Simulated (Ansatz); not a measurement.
# GeN+ (singlet): from Hartree-Fock to the top rungs, cc-pVTZ

An exercise on one series of results from a longer session: the logs are not shown, and one member is left open.

Computed with Ansatz 0.2.0, Gaussian basis. Level: cc-pVTZ, core rule «outside noble gas», up to 15 orbitals frozen.

The runs, in order: UHF; CCSD(T) on RHF; CCSD(T) on UHF; BCCD(T) on RHF; CISD; CCSDT(Q) on RHF; CCSDT(Q) on UHF; CCSDTQ on RHF; CASSCF and MRCISD+Q, 8 electrons in 8 orbitals; CASSCF and NEVPT2, 8 electrons in 8 orbitals.

6 further runs of the same task are left out: 6 set aside as unsound or not needed.

**What is computed**

The geometry is a PBE0/def2-TZVP stationary point (not a proven minimum). No spin-orbit coupling is included. The filled d shell of Ge may be among the frozen orbitals whatever the setting's name suggests; the logs give the count.

2 atoms, charge 1, spin multiplicity 1.

Atoms are counted from 1 here; the program's logs count them from 0.

Bond lengths: Ge1–N2 1.900 Å.

The first run:

The input, in.yaml:

```yaml
crystal:
  periodic: [false, false, false]
  atoms:
    - {symbol: Ge, position_ang: [0.000000, 0.000000, 0.000000]}
    - {symbol: N, position_ang: [0.000000, 0.000000, 1.899700]}
basis:
  gaussian: {orbitals: cc-pVTZ}
total_charge: 1
magnetization: {spin_polarized: true, initial_magnetization: 0}
hamiltonian: {xc: hf}
output: {orbitals: {seedname: orbitals}}
```

Command:

```sh
$ ansatz run in.yaml --threads 1 --pin off --events-out ev --progress --plain --max-ram 2560MiB --backend cpu
```

Steps of the session up to this table: UHF; CCSD(T) on RHF; CCSD(T) on UHF; BCCD(T) on RHF; CISD; CCSDT(Q) on RHF; CCSDT(Q) on UHF; CCSDTQ on RHF; CASSCF and MRCISD+Q, 8 electrons in 8 orbitals; CASSCF and NEVPT2, 8 electrons in 8 orbitals.

One of the session's tables, all rows but one given; the rest of the session is left out.

| method | from RCCSDT(Q) (meV) |
| --- | --- |
| RHF | +7262.0 |
| UHF | +5496.7 |
| RMP2 | +1576.4 |
| UMP2 | +472.4 |
| RCCSD | +629.7 |
| UCCSD | -471.5 |
| RCCSD(T) | +290.7 |
| UCCSD(T) | ? |
| BCCD(T) | +292.1 |
| RCCSDT | +114.9 |
| UCCSDT | -1167.2 |
| RCCSDT(Q) | 0 |
| UCCSDT(Q) | -1282.2 |
| RCCSDTQ | +12.0 |
| CASSCF valence | +4375.5 |
| NEVPT2 valence | +1206.0 |
| MRCISD valence | +566.6 |
| MRCISD+Q valence | +364.8 |

**Question.** Estimate the row for UCCSD(T).

The run gave: from RCCSDT(Q) (meV): -804.8. In the column «from RCCSDT(Q) (meV)» it lies between UCCSDT (-1167.2) and UCCSD (-471.5).

To keep in mind: The determinant is far from a pure spin state, so its energy mixes those of several spin states (harmless only where they are near-degenerate, as at dissociation). The report flags that the cluster equations may have other roots. The program flags UCCSD(T), RCCSDT(Q), UCCSDT(Q), RCCSDTQ as in doubt, so the zero of the table is itself unsure. Warnings: restricted reference is unstable; spin contamination; large T1 diagnostic. Restricted and unrestricted rows rest on different reference determinants; where their highest levels disagree by more than a few hundredths of an eV, they describe different states and don't form one ladder.
